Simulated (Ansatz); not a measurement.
**SiCNClF2 (SMILES N#C[Si](F)(F)Cl): BCCD(T)/cc-pVDZ**

Aim: the energy change on altering one bond length of SiCNClF2 at BCCD(T)/cc-pVDZ, from 2 runs. 

The results are computed with Ansatz 0.2.0.

134 further runs of the same task are left out: 4 that didn't finish, 130 set aside as unsound or not needed. Runs told in other sessions of the task aren't counted.

### Step 1. The system as given

The species is SiCNClF2 (6 atoms), meant as a singlet with charge 0. SMILES: `N#C[Si](F)(F)Cl`. The coordinates come from a PBE0-D4/def2-TZVP relaxation.

Bond lengths: N1–C2 1.150 Å, C2–Si3 1.827 Å, Si3–F4 1.567 Å, Si3–F5 1.567 Å, Si3–Cl6 1.998 Å. Angles: N1–C2–Si3 179.1°, C2–Si3–F4 108.2°, C2–Si3–F5 108.2°, C2–Si3–Cl6 110.3°, F4–Si3–F5 108.8°, F4–Si3–Cl6 110.6°, F5–Si3–Cl6 110.6°.

### Step 2. The energy at BCCD(T)/cc-pVDZ

job.yaml reads:

```yaml
crystal:
  periodic: [false, false, false]
  atoms:
    - symbol: N
      position_ang: [1.925400, -1.092200, 1.077400]
    - symbol: C
      position_ang: [1.030100, -0.609300, 0.540000]
    - symbol: Si
      position_ang: [-0.394400, 0.176700, -0.290300]
    - symbol: F
      position_ang: [-1.487900, -0.920300, -0.527700]
    - symbol: F
      position_ang: [0.087600, 0.719200, -1.679000]
    - symbol: Cl
      position_ang: [-1.118900, 1.661900, 0.833400]
basis:
  gaussian:
    orbitals: cc-pVDZ
correlation:
  method: bccd_t
  frozen_orbitals: {C: 1, Cl: 5, F: 1, "N": 1, Si: 5}
accuracy: high
scf:
  omitted_lower_state_checks: [cluster_reference, increment]
```

Run with:

```sh
$ ansatz run job.yaml --threads 1 --pin off --max-ram 3480MiB --events-out events.jsonl --progress --plain --runs-dir runs
```

Standard output, shortened:

```text
Warning: RAYON_NUM_THREADS=1 ignored (pool sized by the plan → 1); use --threads N
Functional definition: HF
  name "HF"
[...]
1986 factors; integrals over basis functions are off by at most 3.1e-9 eV
[...]
mean field -28294.70804301 eV, -1039.8113417387 hartree, gradient 2.1e-8 eV, S^2 0.000000; 0 other end points of the search recorded, 0 dependent functions left out
14 core orbitals not correlated: weight in the atoms' cores, before any rotation towards them, 1.000 or more for the frozen orbitals, at most 0.000 for the correlated occupied ones
reference -28294.70804301 eV, -1039.8113417387 hartree; 17, 17 occupied and 61, 61 virtual orbitals, 1986 factors
second order -23.57349920 eV of doubles, -0.00000000 eV of singles
cycle   1  -23.36102066 eV  change    2.1e-1 eV  update   1.2e-1
[...]
cycle  21  -24.02209700 eV  change   -1.3e-9 eV  update   1.5e-9
perturbative correction -0.71531841 eV, -0.0262874668 hartree
Total energy: -28319.44545842 eV, -1040.7204249873 hartree
Checks for a lower state left out: cluster_reference, increment
```

It took 44 s on 1 thread of Arm Neoverse V1, shared host; peak memory 0.73 GiB.

### Step 3. The distorted shape

job.yaml reads:

```yaml
basis:
  gaussian: {orbitals: cc-pVDZ}
crystal:
  periodic: [false, false, false]
  atoms:
    - symbol: "N"
      position_ang: [1.539796, -1.526205, 2.188372]
    - symbol: C
      position_ang: [0.644496, -1.043305, 1.650972]
    - symbol: Si
      position_ang: [-0.780004, -0.257305, 0.820672]
    - symbol: F
      position_ang: [-1.873504, -1.354305, 0.583272]
    - symbol: F
      position_ang: [0.087600, 0.719200, -1.679000]
    - symbol: Cl
      position_ang: [-1.504504, 1.227895, 1.944372]
correlation: {method: bccd_t, frozen_orbitals: {C: 1, Cl: 5, F: 1, "N": 1, Si: 5}}
accuracy: high
scf: {omitted_lower_state_checks: [cluster_reference, increment]}
```

Run with:

```sh
$ ansatz run job.yaml --threads 1 --pin off --max-ram 3480MiB --events-out events.jsonl --progress --plain --runs-dir runs
```

Standard output, shortened:

```text
Warning: RAYON_NUM_THREADS=1 ignored (pool sized by the plan → 1); use --threads N
[... 2 set-up lines as earlier in the session ...]
[...]
1936 factors; integrals over basis functions are off by at most 3.1e-9 eV
[...]
mean field -28288.45972883 eV, -1039.5817204278 hartree, gradient 1.7e-8 eV, S^2 0.000000; 0 other end points of the search recorded, 0 dependent functions left out; unrestricted orbitals would lower it
14 core orbitals not correlated: weight in the atoms' cores, before any rotation towards them, 1.000 or more for the frozen orbitals, at most 0.000 for the correlated occupied ones
reference -28288.45972883 eV, -1039.5817204278 hartree; 17, 17 occupied and 61, 61 virtual orbitals, 1936 factors
second order -24.47410064 eV of doubles, -0.00000000 eV of singles
cycle   1  -23.65349044 eV  change    8.2e-1 eV  update   2.1e-1
[...]
cycle  31  -24.90002971 eV  change   5.0e-10 eV  update   2.3e-9
perturbative correction -1.00547413 eV, -0.0369504929 hartree
Total energy: -28314.36523267 eV, -1040.5337301347 hartree
Checks for a lower state left out: cluster_reference, increment
```

It took 54 s on 1 thread of Arm Neoverse V1, shared host; peak memory 0.72 GiB.

### Step 4. Results

At BCCD(T)/cc-pVDZ, 14 core orbitals frozen:

| quantity | value |
| --- | --- |
| first shape: total energy | -1040.72042 Eh |
| first shape: correlation energy (14 core orbitals frozen) | -909.1 mEh |
| first shape: (T) correction | -26.29 mEh |
| distorted shape: total energy | -1040.53373 Eh |
| distorted shape: correlation energy (14 core orbitals frozen) | -952.0 mEh |
| distorted shape: (T) correction | -36.95 mEh |
| energy change with the Si3–F5 bond stretched from 1.567 to 2.820 Å | 5.080 eV |

With the Si3–F5 bond stretched from 1.567 to 2.820 Å the energy rises by 5.08 eV (117 kcal/mol). The first shape isn't relaxed at this level, so the change isn't measured from a minimum. A restricted reference can't describe the breaking bond well at this length. The triples (first shape) make up 2.9 % of the correlation energy. The restricted solution (distorted shape) is unstable to spin breaking: an unrestricted one lies lower. The triples (distorted shape) make up 3.9 % of the correlation energy.
